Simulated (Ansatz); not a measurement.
Sr2SnN2, space group I4/mmm: an equation of state with a fit, run with Ansatz 0.2.0 through its Python package.

`eos_sr2snn2.py`
```python
"""Energy against volume for Sr2SnN2, with a fit."""

import ansatz as az
import numpy as np
from pymatgen.analysis.eos import EOS

params = {
    "occupations": "fermi_dirac",
    "sigma": 0.01,
    "functional": "pbe",
    "cutoff_ev": 500,
    "mesh": (8, 8, 8),
}

VECTORS = np.array([
    [-1.92733125, 1.92733125, 6.894188],
    [1.92733125, -1.92733125, 6.894188],
    [1.92733125, 1.92733125, -6.894188],
])
SITES = [
    ("Sr", (0.1601385, 0.1601385, 0.0)),
    ("Sr", (0.8398615, 0.8398615, 0.0)),
    ("Sn", (0.5, 0.5, 0.0)),
    ("N", (0.652467, 0.652467, 0.0)),
    ("N", (0.347533, 0.347533, 0.0)),
]


def crystal_on(cell):
    crystal = az.Crystal(lattice=az.Lattice.of(cell))
    for symbol, position in SITES:
        crystal = crystal.atom(symbol, position)
    return crystal


def main() -> None:
    # scale the volume, keep shape and fractions
    volumes, energies = [], []
    for scale in np.linspace(0.9, 1.1, 9):
        cell = VECTORS * scale ** (1 / 3)
        calc = (
            crystal_on(cell).calculation()
            .occupations(params["occupations"], width=params["sigma"])
            .functional(params["functional"])
            .basis(params["cutoff_ev"])
            .kpoints(*params["mesh"])
        )
        rep = calc.run(threads=1, backend="cpu").report
        volumes.append(abs(np.linalg.det(cell)) / len(SITES))
        energies.append(rep["free_energy_ev"] / len(SITES))
        print(f"V = {volumes[-1]:8.4f} A^3/atom  F = {energies[-1]:.5f} eV/atom")

    for form in ["pourier_tarantola", "murnaghan"]:
        fit = EOS(eos_name=form).fit(volumes, energies)
        print(f"{form:18s} V0 {fit.v0:8.4f} A^3/atom  B0 {fit.b0_GPa:7.1f} GPa  B1 {fit.b1:5.2f}")


if __name__ == "__main__":
    main()
```

Its results, one of them left out:

| V (Å³/atom) | F less the lowest row shown (meV/atom) |
| --- | --- |
| 18.439 | ? |
| 18.951 | 22.39 |
| 19.463 | 7.84 |
| 19.975 | 0.69 |
| 20.487 | 0.00 |
| 21.000 | 4.90 |
| 21.512 | 14.65 |
| 22.024 | 28.62 |
| 22.536 | 46.26 |

What is the missing energy at 18.439 Å³ an atom?

A third-order Birch-Murnaghan fit, E = E0 + (9 V0 B0 / 16) [(t - 1)³ B' + (t - 1)² (6 - 4t)] with t = (V0/V)^(2/3), through the 8 rows shown gives V0 = 20.288 Å³, B0 = 73.1 GPa, B' = 4.58 and E0 = -0.44 meV. At V = 18.439 Å³, t = 1.06581, and the fit extrapolates to 45.52 meV. The run gave 45.44 meV, a miss of 0.08 meV.

Notes:
- Shape and fractional positions are held along the curve, so the bulk modulus is an upper value where they are free to relax, by a factor of two or more in layered or hydrogen-bonded cells.
- The mesh is modest for a metal, so energies can be off by several to tens of meV an atom and pressures by half a GPa or more; differences at equal mesh fare better.
- The structure comes from a database of computed cells and needn't be a stable or known phase.
- It ran for 110 s on 1 thread of Arm Neoverse V1, with other jobs on the host, peak memory 0.6 GiB.
